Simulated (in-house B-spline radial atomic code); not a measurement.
# Mn⁵⁺: ionisation energy by several methods

One table from this session's results is given with a row withheld; the runs are named, their logs left out.

The numbers are computed with in-house B-spline radial atomic code version 1 (non-relativistic, several functionals, spin-polarised; spherical all-electron atom at the radial basis limit), except any that are marked as measured or tabulated.

## Starting point

| Item | Value |
| --- | --- |
| element | manganese (Z = 25) |
| charge | +5 |
| electrons | 20 |
| configuration | [Ar] 3d2 |
| nucleus | point |

The outer shells:

[Ar] 3d2
```
[Ar] core
3d [↑ ][↑ ][  ][  ][  ]
```

Where spins are not typed, each open shell is filled with up spins first.

Set-up of the first run:

The run's settings:

```ini
Z = 25
electrons = 20.0
configuration = [Ar] 3d2
hamiltonian = nr
method = pw91,pw91
spin_polarised = True
```

Among the steps run: PW91; BP86; revTPSS; BLYP; PBEsol; RPBE; OLYP; TPSS; exchange-only LDA.

One table of the session follows, with a row left open; its other results are not shown here.

```
           method  ΔSCF (eV)
exchange-only LDA     94.128
             PW91     95.808
             BP86     95.703
             BLYP     95.611
           PBEsol     95.631
             RPBE     95.593
             OLYP     96.130
          revTPSS     95.321
             TPSS          ?
```

**Question.** Estimate the row for TPSS.

**Answer.** ΔSCF (eV): 95.476. In the column «ΔSCF (eV)» it lies between revTPSS (95.321) and RPBE (95.593).

Open shells are averaged (over orientations, and over spins where the run is restricted), while tables refer to the lowest levels. For the semilocal functionals minus the highest level recovers only 88 % of their own ΔSCF value, a mark of self-interaction.

Members of this set that are not shown: 12 used exact exchange with fractional occupations of an open shell, which is unsound here.
